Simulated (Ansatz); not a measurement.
# SiAsH₂+ (quintet): wave-function methods side by side, cc-pVTZ

The task here is to estimate one member of a computed series from the others.

Program: Ansatz 0.2.0, Gaussian basis. Level of theory: cc-pVTZ, core rule «outside noble gas», up to 19 orbitals frozen. These are calculated values, not measurements.

The runs, in order: UHF; CCSD(T) on ROHF; CCSD(T) on UHF; BCCD(T) on ROHF; CCSDT(Q) on ROHF; CCSDT(Q) on UHF.

7 further runs of the same task are left out: 2 for a known fault of the program, 5 set aside as unsound or not needed. Runs told in other sessions of the task aren't counted.

## The system

The geometry is a PBE0/def2-TZVP stationary point (not a proven minimum) of the parent state, kept for this charge and spin. No spin-orbit coupling is included. The filled d shell of As may be among the frozen orbitals whatever the setting's name suggests.

4 atoms, charge 1, spin multiplicity 5.

Atoms are counted from 1 here; the program's logs count them from 0.

Bond lengths: Si1–As2 2.399 Å, Si1–H3 1.478 Å, Si1–H4 1.478 Å. Angles: As2–Si1–H3 121.2°, As2–Si1–H4 121.2°, H3–Si1–H4 117.6°.

Set-up of the first run:

in.yaml

```yaml
crystal:
  periodic: [false, false, false]
  atoms:
    - {symbol: Si, position_ang: [0.000000, 0.000000, 1.696441]}
    - {symbol: As, position_ang: [0.000000, 0.000000, -0.702186]}
    - {symbol: H, position_ang: [0.000000, 1.264239, 2.462181]}
    - {symbol: H, position_ang: [0.000000, -1.264239, 2.462181]}
basis:
  gaussian: {orbitals: cc-pVTZ}
total_charge: 1
magnetization: {spin_polarized: true, initial_magnetization: 4}
hamiltonian: {xc: hf}
output: {orbitals: {seedname: orbitals}}
```

The run is started by

```
$ ansatz run in.yaml --threads 1 --pin off --events-out ev --progress --plain --max-ram 4096MiB --backend cpu
```

Among the steps run: UHF; CCSD(T) on ROHF; CCSD(T) on UHF; BCCD(T) on ROHF; CCSDT(Q) on ROHF; CCSDT(Q) on UHF.

One table of the session follows, with a row left open; its other results are not shown here.

```
   method  from UCCSDT(Q) (kJ/mol)
     ROHF                   +562.1
      UHF                   +547.9
     RMP2                   +115.0
     UMP2                        ?
    RCCSD                    +26.6
    UCCSD                    +24.5
 RCCSD(T)                     +6.6
 UCCSD(T)                     +4.8
  BCCD(T)                     +6.5
   RCCSDT                     +2.7
   UCCSDT                     +0.8
RCCSDT(Q)                     +1.9
UCCSDT(Q)                        0
```

Q: Estimate the row for UMP2 from the others.

As computed: from UCCSDT(Q) (kJ/mol): +117.0. In the column «from UCCSDT(Q) (kJ/mol)» it lies between RMP2 (+115.0) and UHF (+547.9).

Caveats from the session: Restricted and unrestricted rows rest on different reference determinants; a gap between their highest levels can come from leftover correlation error, from unlike frozen cores or from another state.
